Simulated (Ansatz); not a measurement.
A first try at a short molecular-dynamics run of FH2Sn, SMILES [F][SnH2], using the Ansatz DFT code, driven from Python.

The script, `md_fh2sn.py`:
```python
"""A short Born-Oppenheimer trajectory of FH2Sn."""

import warnings

import ansatz as az
from ase import Atoms
import numpy as np

BASIS = "def2-SVP"
FUNCTIONAL = "pbe0"
KMESH = (2, 2, 2)
N_STEPS = 40
TEMPERATURE_K = 800

warnings.simplefilter("ignore", az.DeckWarning)

atoms = Atoms(["F", "Sn", "H", "H"], positions=[
    [-1.6221, -0.2642, 0.6552],
    [-0.0382, -0.2246, -0.4053],
    [1.2053, -1.01, 0.4885],
    [0.5105, 1.4384, -0.7587],
])
system = az.Crystal.molecule_from_ase(atoms)

calc = (
    system.calculation()
    .basis(gaussian=BASIS)  # atom-centred Gaussian functions
    .functional(FUNCTIONAL)
    .spin("collinear", total=1)  # two spin channels
    .kpoints(*KMESH)  # symmetry reduces this mesh to its irreducible points
)
symbols = [site.symbol for site in system.cartesian_sites]
start = np.array([site.position_ang for site in system.cartesian_sites], dtype=float)
r = calc.relax(force_tolerance=0.02, max_steps=30).run(threads=1).report
end = np.array(r["positions_ang"])
minimum = az.Crystal.molecule()
for symbol, place in zip(symbols, end):
    minimum = minimum.atom(symbol, place.tolist())

# dynamics from the relaxed geometry
calc = (
    minimum.calculation()
    .basis(gaussian=BASIS)
    .functional(FUNCTIONAL)
    .spin("collinear", total=1)
    .kpoints(*KMESH)  # the mesh must be finer for metals
    .md("nvt_langevin", timestep=1.0, steps=N_STEPS, temperature=TEMPERATURE_K, initial_velocities="maxwell_boltzmann", seed=33, friction=0.02)
)
frames = []
done = calc.session().plan().execute(on_event=lambda e: frames.append(e["data"]) if e["event"] == "md_step" else None)
print("t (fs)   E_pot (eV)      E_kin (eV)   T (K)   d(0-1) (A)")
for f in frames[::1]:
    xyz = np.array(f["positions_ang"])
    print(f"{f['time_fs']:6.2f} {f['lagrangian_ev']:14.5f} {f['e_kin_ev']:10.5f} {f['temperature_k']:8.1f} {np.linalg.norm(xyz[0] - xyz[1]):9.4f}")
print("mean temperature", round(float(np.mean([f["temperature_k"] for f in frames])), 1), "K")
```

```console
$ python md_fh2sn.py
Traceback (most recent call last):
  File "md_fh2sn.py", line 34, in <module>
    r = calc.relax(force_tolerance=0.02, max_steps=30).run(threads=1).report
        ~~~~~~~~~~~~~~~~~~~~~~~~~~~~~~~~~~~~~~~~~~~~~~~~~~^^^^^^^^^^^
  ...
ansatz.RefusalError: invalid value for `basis.gaussian`: such a run doesn't read kpoints; remove what it names
$ echo $?
1
```
(Library frames cut from the traceback.)

Find the fault and give the corrected script.

The fault: a molecule in a Gaussian basis takes no k-points. The change:

```diff
--- before
+++ after
@@ -10,3 +10,2 @@
 FUNCTIONAL = "pbe0"
-KMESH = (2, 2, 2)
 N_STEPS = 40
@@ -29,3 +28,2 @@
     .spin("collinear", total=1)  # two spin channels
-    .kpoints(*KMESH)  # symmetry reduces this mesh to its irreducible points
 )
@@ -33,3 +31,3 @@
 start = np.array([site.position_ang for site in system.cartesian_sites], dtype=float)
-r = calc.relax(force_tolerance=0.02, max_steps=30).run(threads=1).report
+r = calc.relax(force_tolerance=0.02, max_steps=100).run(threads=1).report
 end = np.array(r["positions_ang"])
@@ -45,3 +43,2 @@
     .spin("collinear", total=1)
-    .kpoints(*KMESH)  # the mesh must be finer for metals
     .md("nvt_langevin", timestep=1.0, steps=N_STEPS, temperature=TEMPERATURE_K, initial_velocities="maxwell_boltzmann", seed=33, friction=0.02)
```

With that change:

```console
$ python md_fh2sn.py
t (fs)   E_pot (eV)      E_kin (eV)   T (K)   d(0-1) (A)
  0.00    -8575.32622    0.31022    600.0    1.9507
  1.00    -8575.32490    0.27082    523.8    1.9469
  2.00    -8575.32050    0.28642    554.0    1.9423
  3.00    -8575.31258    0.31720    613.5    1.9370
  4.00    -8575.30178    0.28660    554.3    1.9328
  5.00    -8575.28901    0.29955    579.4    1.9304
  6.00    -8575.27161    0.32457    627.7    1.9284
  7.00    -8575.24910    0.36696    709.7    1.9260
  8.00    -8575.22454    0.32557    629.7    1.9246
  9.00    -8575.19593    0.37980    734.6    1.9235
 10.00    -8575.16510    0.31922    617.4    1.9220
 11.00    -8575.13328    0.34365    664.6    1.9203
 12.00    -8575.11066    0.35007    677.1    1.9191
 13.00    -8575.09974    0.40891    790.9    1.9180
 14.00    -8575.08622    0.43327    838.0    1.9162
 15.00    -8575.06754    0.33151    641.2    1.9134
 16.00    -8575.04846    0.35892    694.2    1.9096
 17.00    -8575.03126    0.34067    658.9    1.9063
 18.00    -8575.01931    0.31324    605.8    1.9043
 19.00    -8575.01680    0.41273    798.2    1.9027
 20.00    -8575.02904    0.42828    828.3    1.9017
 21.00    -8575.05889    0.46520    899.7    1.9026
 22.00    -8575.10902    0.48480    937.6    1.9044
 23.00    -8575.17464    0.61910   1197.4    1.9072
 24.00    -8575.22805    0.63220   1222.7    1.9114
 25.00    -8575.25451    0.65728   1271.2    1.9173
 26.00    -8575.25084    0.54086   1046.1    1.9244
 27.00    -8575.23042    0.50080    968.6    1.9321
 28.00    -8575.21411    0.48496    938.0    1.9397
 29.00    -8575.21105    0.48110    930.5    1.9472
 30.00    -8575.22071    0.36537    706.7    1.9537
 31.00    -8575.24766    0.40345    780.3    1.9589
 32.00    -8575.27175    0.56650   1095.7    1.9656
 33.00    -8575.27475    0.57924   1120.3    1.9733
 34.00    -8575.24576    0.55077   1065.2    1.9810
 35.00    -8575.17944    0.51032    987.0    1.9886
 36.00    -8575.08987    0.32148    621.8    1.9966
 37.00    -8575.00650    0.23416    452.9    2.0053
 38.00    -8574.96438    0.23488    454.3    2.0141
 39.00    -8574.99159    0.31108    601.7    2.0216
 40.00    -8575.07422    0.35615    688.8    2.0265
mean temperature 778.7 K
```

Reading the output:
- Total energies depend on the basis set; only differences at equal settings carry meaning.
- The trajectory is only some femtoseconds long, so its temperature is not equilibrated; where the script doesn't relax first, it starts from a rough generated geometry.
- def2 sets replace the cores of elements past krypton by effective core potentials.
- The species is open-shell (spin multiplicity 2).
- The printed temperature counts all 3N degrees of freedom under Langevin dynamics, so the first row lies under the target.
- With hydrogen a step over 0.5 fs is long.
- Timing: 100 s on 1 thread of Arm Neoverse V1, on a shared host, peak memory 0.2 GiB.

(Lines on the test bed's own set-up are left out of the output.)
